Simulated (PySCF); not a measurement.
# As³⁺ at other levels of theory

Starting from one script, swap the method and compare what comes out for As³⁺.

Computed with PySCF 2.14.0. Level: method and basis as typed in the scripts.

## Step 1: The atom

As³⁺: 1 atom, charge 3, spin multiplicity 1.

## Step 2: Base script

Contents of input.py:

```python
from pyscf import gto, scf

mol = gto.M(
    atom='As 0 0 0',
    basis='def2-tzvpp',
    charge=3,
    spin=0,
    verbose=4,
)
mf = scf.RHF(mol)
mf.kernel()
mf.analyze()
print('orbital energies (hartree):', mf.mo_energy[..., max(0, mol.nelec[1]-3):mol.nelec[0]+3].round(4))
```

The run is started by

```bash
OMP_NUM_THREADS=1 python input.py
```

Its log is not repeated here.

It gives: E(SCF) = -2232.178561 Eh, 7 cycles.

## Step 3: Tpssh (RKS)

Run 1 changes functional: none (Hartree–Fock) → tpssh; SCF type: RHF → RKS.

Contents of input.py:

```python
from pyscf import gto, dft

mol = gto.M(
    atom='As 0 0 0',
    basis='def2-tzvpp',
    charge=3,
    spin=0,
    verbose=4,
)
mf = dft.RKS(mol, xc='tpssh')
mf.kernel()
mf.analyze()
print('orbital energies (hartree):', mf.mo_energy[..., max(0, mol.nelec[1]-3):mol.nelec[0]+3].round(4))
```

The run is started by

```bash
OMP_NUM_THREADS=1 python input.py
```

## Step 4: TDA

Run 2 changes step after the SCF: analyze → tda; number of roots: none → 4.

Contents of input.py:

```python
from pyscf import gto, scf, tdscf

mol = gto.M(
    atom='As 0 0 0',
    basis='def2-tzvpp',
    charge=3,
    spin=0,
    verbose=4,
)
mf = scf.RHF(mol)
mf.kernel()
td = tdscf.TDA(mf)
td.nstates = 4
td.kernel()
td.analyze()
mf.dip_moment()
print('orbital energies (hartree):', mf.mo_energy[..., max(0, mol.nelec[1]-3):mol.nelec[0]+3].round(4))
```

## Step 5: CCSD(T)

Run 3 changes step after the SCF: analyze → ccsd(t); frozen orbitals: none → 9.

Contents of input.py:

```python
from pyscf import gto, scf, cc

mol = gto.M(
    atom='As 0 0 0',
    basis='def2-tzvpp',
    charge=3,
    spin=0,
    verbose=4,
)
mf = scf.RHF(mol)
mf.kernel()
mycc = cc.CCSD(mf, frozen=9)
mycc.kernel()
mycc.ccsd_t()
mf.dip_moment()
print('orbital energies (hartree):', mf.mo_energy[..., max(0, mol.nelec[1]-3):mol.nelec[0]+3].round(4))
```

Q: Predict the outcome of this session. Wanted: for each run, E(SCF); from base; gap; after the SCF.

As calculated:

```csv
run,E(SCF) (hartree),from base (eV),cycles,gap (eV),after the SCF
base,-2232.178561,0,7,20.27,n/a
tpssh (RKS),-2233.675996,not comparable,6,12.01,n/a
TDA,-2232.178561,0.0000,7,20.27,lowest root found 13.34 eV
CCSD(T),-2232.178561,0.0000,7,20.27,"CCSD(T) correlation -4.107 eV, core frozen"
```

**Reading.** A lower total energy from another functional means nothing by itself.
